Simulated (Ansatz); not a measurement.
# Bi: response to strain

Bi is deformed so: equal xx and yy strain of -2 %. What stress and forces result, by LAPW, PAW and all-electron datasets made for the crystal?

Program: Ansatz 0.2.0. Level of theory: DFT PBEsol, scalar-relativistic. These are calculated values, not measurements.

2 further runs of the same task are left out: 2 set aside as unsound or not needed.

**1. The structure to begin with**

Symmetry: P6_3/mmc, No. 194, hexagonal system. Conventional cell: a = 4.539 Å, b = 4.539 Å, c = 11.829 Å, α = 90.00°, β = 90.00°, γ = 120.00°.

As a file:

```
Bi
1.0
     4.53900    0.00000    0.00000
    -2.26950    3.93089    0.00000
     0.00000    0.00000   11.82900
Bi
2
Cartesian
  0.0000 2.6206 2.9573
  2.2695 1.3103 8.8718
```

Atoms are numbered in the order of the input: Bi1, Bi2.

**2. The deformed structure**

Space group P6_3/mmc before, P6_3/mmc after.

**3. All-electron LAPW**

input.yaml

```yaml
crystal:
  lattice:
    - [4.4482202937, 0.0, 0.0]
    - [-2.2241101469, 3.852271776, 0.0]
    - [0.0, 0.0, 11.829]
  atoms:
    - { symbol: Bi, position: [0.3333333333, 0.6666666667, 0.25] }
    - { symbol: Bi, position: [0.6666666667, 0.3333333333, 0.75] }
kpoints:
  mp_grid: { grid: [9, 9, 3] }
  band_path:
    path:
      - [0.0, 0.0, 0.0]
      - [0.5, 0.0, 0.0]
      - [0.3333333333, 0.3333333333, 0.0]
      - [0.0, 0.0, 0.0]
      - [0.0, 0.0, 0.5]
      - [0.5, 0.0, 0.5]
      - [0.3333333333, 0.3333333333, 0.5]
      - [0.0, 0.0, 0.5]
      - [0.5, 0.0, 0.5]
    npoints: 5
scf:
  occupations: { method: fermi_dirac, width: 0.08 }
hamiltonian:
  xc: pbesol
  pseudopotentials: { kind: all_electron, lapw: { basis_error: 0.00025 } }
output:
  forces: true
  stress: true
  eigenvalues: true
```

Started as:

```
> ansatz run input.yaml --threads 1 --pin off --max-ram 3072MiB --backend cpu --events-out ev --progress --plain --runs-dir out
```

**4. PAW on the default files**

input.yaml

```yaml
crystal:
  lattice:
    - [4.4482202937, 0.0, 0.0]
    - [-2.2241101469, 3.852271776, 0.0]
    - [0.0, 0.0, 11.829]
  atoms:
    - { symbol: Bi, position: [0.3333333333, 0.6666666667, 0.25] }
    - { symbol: Bi, position: [0.6666666667, 0.3333333333, 0.75] }
kpoints:
  mp_grid: { grid: [9, 9, 3] }
scf:
  occupations: { method: fermi_dirac, width: 0.08 }
hamiltonian:
  xc: pbesol
  pseudopotentials: { kind: paw }
output:
  forces: true
  stress: true
  eigenvalues: true
  efg: { contact_densities: true }
```

**5. All-electron PAW on datasets made for the crystal**

Changes to input.yaml since step 4:

```diff
@@ -14,3 +14,3 @@
   xc: pbesol
-  pseudopotentials: { kind: paw }
+  pseudopotentials: { kind: all_electron, datasets: crystal }
 output:
```

(Steps that only read results are left out.)

**Question.** What will these runs give? Wanted: pressure; largest shear or deviatoric stress.

**Answer**, as computed:

```
                                 quantity                                              value
                                 pressure  LAPW -3.72, PAW -3.72, crystal datasets -3.72 GPa
largest shear or deviatoric stress (LAPW)                                           3.36 GPa
```

What this shows: Against the undeformed cell the largest change of stress is -0.42 GPa, in the yy component (others tie with it), with the atoms carried along and not relaxed. PAW: stress within 0.01 GPa of LAPW. Crystal datasets: stress within 0.01 GPa of LAPW. Spin-orbit coupling is left out, though the cell holds Bi; in elements this heavy it can shift bands and gaps by tenths of an eV.
